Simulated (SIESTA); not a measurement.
CaWF6:

```xyz
8
Lattice="2.8232 1.6300 4.9876 -2.8232 1.6300 4.9876 0.0000 -3.2599 4.9876" Properties=species:S:1:pos:R:3 pbc="T T T"
W     0.0000    0.0000    0.0000
Ca    0.0000    0.0000    7.4814
F    -0.5130    1.7613    8.7911
F    -1.7819    0.4364    6.1718
F     1.2688    1.3250    6.1718
F     0.5130   -1.7613    6.1718
F    -1.2688   -1.3250    8.7911
F     1.7819   -0.4364    8.7911
```

The cell comes from a database or a generator and needn't be the stable form of this composition.

- Program: SIESTA 5.4.2
- Task: single point
- Functional: PBEsol
- Potentials or basis: PseudoDojo 0.4 standard (PBEsol files)
- Basis: DZP (energy shift 0.003 Ry; two zetas on semicore shells; d shell added on Ca)
- Grid cutoff: 800 Ry
- Energy shift: 0.003 Ry
- k mesh: 6 × 6 × 6
- Occupations: fermi-dirac, width 0.05 eV
- Spin: no spin polarisation

On this cell: pressure 0.2 GPa; largest force 0.199 eV/Å; band gap on the k mesh none (metal or under the smearing width).

The same run follows on a disturbed copy (atoms moved at random, drawn with an rms of 0.05 Å):

```
CELL_PARAMETERS angstrom
2.82316 1.62996 4.98762
-2.82316 1.62996 4.98762
0.00000 -3.25991 4.98762
ATOMIC_POSITIONS crystal
W 0.00785 0.00124 0.99238
Ca 0.49961 0.50233 0.50184
F 0.66887 0.85372 0.23748
F 0.14013 0.77500 0.32107
F 0.77756 0.33028 0.13273
F 0.32463 0.14362 0.77723
F 0.22900 0.67139 0.86117
F 0.87400 0.22795 0.66671
```

Problem. What does the disturbed cell give?

Solution. The energy (extrapolated to zero smearing) moves by +9.3 meV/atom; pressure -0.8 GPa; largest force 1.593 eV/Å; band gap on the k mesh none (metal or under the smearing width).

Forces in eV/Å, atoms in the order of the input:
```
W   -0.684 -1.391 -0.366
Ca   0.162  0.173 -0.142
F    0.213  0.871  0.641
F    0.169 -0.117  0.039
F    0.122 -0.065 -0.185
F    0.181  0.391  0.141
F    0.061  0.010  0.049
F   -0.223  0.127 -0.177
```

Stress tensor (GPa, compression positive):
```
-0.66 -0.66  0.14
-0.66 -0.73 -0.53
 0.14 -0.53 -1.09
```

Caveats: short orbitals over semicore shells can move pressures by several GPa; the basis of atomic orbitals isn't converged, which shifts pressures, moduli and gaps.
